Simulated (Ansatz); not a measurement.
**Molybdenum, hcp: r²SCAN0 after r²SCAN**

Aim: see what exact exchange does to the levels, and what it costs. Spin polarisation is left out. The cell comes from an earlier r²SCAN relaxation. Exact exchange is dear, so the k-mesh is coarse, and r²SCAN is run on the same mesh for comparison.

Program: Ansatz 0.2.0. Level of theory: DFT, plane waves (500 eV) with PBE-made PAW files, scalar-relativistic; functionals as named at each step. These are calculated values, not measurements.

### 1 The system as given

It takes space group P6_3/mmc (No. 194, hexagonal). Conventional cell: a = 2.738 Å, b = 2.738 Å, c = 4.919 Å, α = 90.00°, β = 90.00°, γ = 120.00°. Mo (site symmetry -6m2) has 12 Mo at 2.74 to 2.92 Å as nearest neighbours.

Coordinates:

```
CELL_PARAMETERS angstrom
2.73844 0.00000 0.00000
-1.36922 2.37156 0.00000
0.00000 0.00000 4.91911
ATOMIC_POSITIONS crystal
Mo 0.33333 0.66667 0.25000
Mo 0.66667 0.33333 0.75000
```

### 2 r²SCAN on the coarse mesh

The run with r²SCAN.

The input, input.yaml:

```yaml
crystal:
  lattice:
    - [2.7384369836, 0.0, 0.0]
    - [-1.3692184918, 2.3715559945, 0.0]
    - [0.0, 0.0, 4.9191062826]
  atoms:
    - { symbol: Mo, position: [0.3333333333, 0.6666666667, 0.25] }
    - { symbol: Mo, position: [0.6666666667, 0.3333333333, 0.75] }
hamiltonian:
  xc: r2scan
  pseudopotentials:
    kind: paw
    azcp:
      Mo: "pseudopotentials/Mo.paw.azcp"
basis:
  ecutwfc: 500
  fft_grid_basis: typed
kpoints:
  mp_grid: { grid: [7, 7, 4], shift: [0, 0, 0] }
magnetization:
  spin_polarized: false
scf:
  occupations: { method: fermi_dirac, width: 0.1 }
output:
  write_density: true
  write_potential: true
  elf: true
  volumetric_format: npy
```

Run with:

```console
ansatz run input.yaml --threads 4 --pin off --max-ram 8192MiB --backend cpu --events-out ev --progress --plain --runs-dir out
```

### 3 r²SCAN0, coarse mesh

The run with r²SCAN0.

input.yaml, as its differences from that of step 2:

```diff
@@ -9,3 +9,3 @@
 hamiltonian:
-  xc: r2scan
+  xc: r2scan0
   pseudopotentials:
@@ -23,6 +23 @@
   occupations: { method: fermi_dirac, width: 0.1 }
-output:
-  write_density: true
-  write_potential: true
-  elf: true
-  volumetric_format: npy
```

(Steps that only read results are left out.)

Q: Predict the outcome of this session. Wanted: r²SCAN: gap; r²SCAN0: gap; r²SCAN0: relative to bcc.

The runs gave:

| quantity | value |
| --- | --- |
| r²SCAN: gap | none (levels filled in part) |
| r²SCAN0: gap | none (levels filled in part) |
| r²SCAN0: SCF cycles, exchange loops | 33, 5 |
| r²SCAN0: CPU time over that of r²SCAN | 19 |
| r²SCAN0: relative to bcc | +633 meV/atom |

What this shows: Neither r²SCAN nor r²SCAN0 shows a clean gap on this mesh. r²SCAN0 cost 19 times the CPU time of r²SCAN. r²SCAN0 needed 5 outer loops of the exchange operator. To compare with dense-mesh energies, the change of r²SCAN from this mesh and smearing to its dense run (-10.9 meV/atom, from a run not shown) is added. Under r²SCAN0 it lies 633 meV/atom above bcc (computed apart in the same way); on such meshes a few tens of meV are uncertain for metals. Absolute energies differ from functional to functional, by eV per atom at times, and say nothing by themselves.
